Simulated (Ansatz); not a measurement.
# GdH6NO3 (Gd(OH)3(NH3)): the cost of one run

The runs use Ansatz 0.2.0; DFT PBE, plane waves, PAW, molecule in a box with 9 Å of vacuum.

4 further runs of the same task are left out: 1 for a known fault of the program, 3 that didn't finish.

## (1) The system as given

11 atoms, charge 0, spin multiplicity 1.

Bond lengths: Gd1–O2 2.099 Å, Gd1–O4 2.100 Å, Gd1–O6 2.099 Å, Gd1–N8 2.562 Å, O2–H3 0.965 Å, O4–H5 0.966 Å, O6–H7 0.965 Å, N8–H9 1.028 Å, N8–H10 1.028 Å, N8–H11 1.028 Å. Angles: O2–Gd1–O4 118.5°, O2–Gd1–O6 118.4°, O2–Gd1–N8 97.1°, O4–Gd1–O6 118.7°, O4–Gd1–N8 96.6°, O6–Gd1–N8 97.2°, Gd1–O2–H3 174.0°, Gd1–O4–H5 173.5°, Gd1–O6–H7 173.8°, Gd1–N8–H9 112.0°, Gd1–N8–H10 112.8°, Gd1–N8–H11 112.1°, H9–N8–H10 106.5°, H9–N8–H11 106.5°, H10–N8–H11 106.5°.

Geometry (Å):

```
Gd    0.1640   -0.2089    0.2570
O     1.2104    1.3304    1.2274
H     1.7319    1.9671    1.7319
O    -1.4349   -1.1257    1.2643
H    -2.0943   -1.6002    1.7866
O     1.1426   -1.2767   -1.2626
H     1.6561   -1.8045   -1.8869
N    -1.2605    1.2827   -1.2620
H    -1.8726    1.9086   -0.7234
H    -0.6942    1.8836   -1.8742
H    -1.8738    0.7336   -1.8775
```

Formal oxidation states: Gd +3. Each metal's 7 4f electrons lie in its core potential, so multiplicities, spins and levels count the valence alone. In the runs below they are in the valence, and the state is a octet. An earlier session relaxed this geometry at TPSS, Gd lcecp-1-SVP with ECP53, O def2-SVP, H def2-SVP, N def2-SVP (singlet, point group Cs).

## (2) Scalar-relativistic

input.yaml reads:

```yaml
crystal:
  lattice:
    - [12.83, 0.0, 0.0]
    - [0.0, 12.77, 0.0]
    - [0.0, 0.0, 12.67]
  atoms:
    - { symbol: Gd, position: [0.52675526, 0.47733203, 0.52438043], spin: 7.0 }
    - { symbol: O, position: [0.60831255, 0.59787392, 0.60097001] }
    - { symbol: H, position: [0.64896181, 0.64773375, 0.64078927] }
    - { symbol: O, position: [0.40213172, 0.40554503, 0.60388003] }
    - { symbol: H, position: [0.35074045, 0.36838606, 0.64510734] }
    - { symbol: O, position: [0.60302494, 0.39371809, 0.40444357] }
    - { symbol: H, position: [0.6430491, 0.35238841, 0.35516969] }
    - { symbol: "N", position: [0.4157272, 0.59413782, 0.40448934] }
    - { symbol: H, position: [0.36801637, 0.64315114, 0.44700158] }
    - { symbol: H, position: [0.45986204, 0.64119107, 0.35617127] }
    - { symbol: H, position: [0.36792206, 0.55113939, 0.35590687] }
basis:
  ecutwfc: 420
  ecutrho_ratio: 4
kpoints:
  mp_grid: { grid: [1, 1, 1] }
hamiltonian:
  xc: pbe
scf:
  occupations: { method: gaussian, width: 0.01 }
output:
  forces: true
  eigenvalues: true
  populations: true
  hubbard: { sites: [{ species: Gd, l: f }] }
magnetization:
  spin_polarized: true
```

Run with:

```bash
$ ansatz run input.yaml --threads 2 --pin off --max-ram 5120MiB --backend cpu --events-out ev --progress --plain --runs-dir out
```

Q: Estimate wall time and peak memory on 2 threads of Arm Neoverse V2, shared host.

About 16 s, with a peak of 1.5 GiB.
